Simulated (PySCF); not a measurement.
# BiOCl: other functionals and bases at one geometry

One table from this session's results is given with a row withheld; the runs are named, their logs left out.

Method: several levels, as the steps say, no spin–orbit coupling; program: PySCF 2.14.0.

1 further run of the same task is left out (for a known fault of the program).

**Where the work starts**

3 atoms, charge 0, spin multiplicity 1.

Bond lengths: Bi1–O2 1.916 Å, Bi1–Cl3 2.486 Å. Angles: O2–Bi1–Cl3 104.4°.

Geometry (Å):

```csv
atom,x (Å),y (Å),z (Å)
Bi1,0.15454,0.00000,-0.50366
O2,1.62667,0.00000,0.72268
Cl3,-1.86121,0.00000,0.95053
```

Formal oxidation states: Bi +3. An earlier session relaxed this geometry at PBE0, Bi def2-SVP with ECP60, O def2-SVP, Cl def2-SVP (singlet, point group Cs).

At PBE0 on the finer grid: E = -749.608129 Eh, HOMO -7.80 eV, LUMO -3.56 eV, Mulliken charge on Bi1 +0.91 e, largest force component 0.006 eV/Å. 

Levels to run: r2SCAN; B3LYP; PBE0, TZVP. Hardware: 2 threads of Arm Neoverse V2, shared host.

The first run:

Input file run.py (the lines that set the calculation):

```python
mol = gto.M(atom='''
Bi     0.15454     0.00000    -0.50366
O      1.62667     0.00000     0.72268
Cl    -1.86121     0.00000     0.95053''',
    basis={'Bi': 'def2-SVP', 'O': 'def2-SVP', 'Cl': 'def2-SVP'},
    ecp={'Bi': 'def2-SVP'},
    charge=0, spin=0)
mf = dft.RKS(mol, xc='R2SCAN')
mf.grids.atom_grid = (75, 302)
mf = mf.density_fit()  # fitting sets: Bi def2-universal-JKFIT, O def2-universal-JKFIT, Cl def2-universal-JKFIT
mf.conv_tol = 1e-08; mf.max_cycle = 55
mf.kernel(dm0)  # dm0: the density of the relaxed state
```

Run with:

```
$ OMP_NUM_THREADS=2 python run.py
```

Among the steps run: r2SCAN; B3LYP; PBE0, TZVP.

One table of the session follows, with a row left open; its other results are not shown here.

| level | HOMO (eV) | gap (eV) | charge on Bi1 (e) | dipole (D) | largest force component (eV/Å) |
| --- | --- | --- | --- | --- | --- |
| PBE0 (relaxed here) | -7.80 | 4.24 | 0.91 | 4.68 | 0.01 |
| r2SCAN | -6.70 | 2.47 | 0.88 | 4.48 | 0.44 |
| B3LYP | -7.49 | 3.78 | 0.87 | 4.51 | 0.48 |
| PBE0, TZVP | ? | ? | ? | ? | ? |

**Question.** Estimate the row for PBE0, TZVP.

As computed: HOMO (eV): -8.00; gap (eV): 4.24; charge on Bi1 (e): 0.99; dipole (D): 4.83; largest force component (eV/Å): 0.94. In the column «HOMO (eV)» it is the lowest.

In one basis the HOMO–LUMO gap runs from 2.47 eV (r2SCAN) to 4.24 eV (PBE0). The largest leftover force, 0.94 eV/Å with PBE0, TZVP, stands at a geometry relaxed at another level. Total energies of different levels can't be compared.
